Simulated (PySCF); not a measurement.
# The bond of Sc₂, level by level

Aim: find the lowest electronic state of Sc₂, scan its bond at several levels of theory, and get bond length, wavenumber and dissociation energy from each curve.

The runs use PySCF 2.14.0; Sc def2-TZVPP, no relativity.

**1. The job**

Settings of the job:

```yaml
atoms: Sc, Sc
charge: 0
basis: Sc def2-TZVPP
Hamiltonian: no relativity
basis_functions: 128
electrons_treated: 42
masses_in_u: 44.9559, 44.9559
levels: PBE0, PBE, r²SCAN, PBEsol, MN15, BP86, B3LYP, ωB97X, HF, MP2, SCS-MP2
grid: 80 radial by 434 angular points
occupations: held fixed by the projection of orbital angular momentum
dissociation_limit: Sc + Sc, each in its ground configuration
starting_distance_in_angstrom: 2.640
values_of_2S_to_try: 0, 2, 4
```

On the command line:

```sh
$ OMP_NUM_THREADS=2 python dia.py task.json out
```

The runs that follow: First curve: PBE0; Higher solutions at PBE0; PBE (GGA); r²SCAN; PBEsol (GGA); MN15 (hybrid meta-GGA); BP86 (GGA); B3LYP (global hybrid GGA); ωB97X (range-separated hybrid); ROHF (mean field).

Before running it: what results should come out? Wanted: for each run, Re; ωe; De.

**Answer**, as computed:

Lowest PBE0 solution found, without spin–orbit coupling: quintet, unpaired electrons σ ↑↑, π ↑↑. The other levels ran on it alone.

| level | Re (Å) | ωe (cm⁻¹) | De (eV) |
| --- | --- | --- | --- |
| ROHF | 2.658 | 283.2 | -2.03 |
| ROHF-SCS-MP2 | 2.519 | 277.5 | -0.67 |
| PBE | 2.619 | 245.8 | 1.67 |
| PBEsol | 2.589 | 251.0 | 2.00 |
| BP86 | 2.615 | 245.0 | 1.55 |
| r²SCAN | 2.559 | 249.7 | 1.21 |
| B3LYP | 2.579 | 259.9 | 0.53 |
| PBE0 | 2.557 | 267.8 | 0.79 |
| MN15 | 2.469 | 287.5 | 0.58 |
| ωB97X | 2.538 | 281.8 | n/a |

De is counted to Sc + Sc in their ground configurations. No constants: ROHF-MP2 (fits of two degrees disagree).

**Reading.** The methods spread over 0.189 Å in bond length, from MN15 to ROHF. Of the levels with a De here, ROHF gives the least (-2.03 eV) and PBEsol the most (2.00 eV).

Correlated steps freeze 10 core orbitals. A negative De means that the minimum lies above the separated atoms at that level. The state is the lowest single determinant that the PBE0 search found; with open d or f shells the true ground state can be another one. At MN15 the stretched side of the curve climbs above De, by a hump or because the determinant held fixed goes to a higher limit.
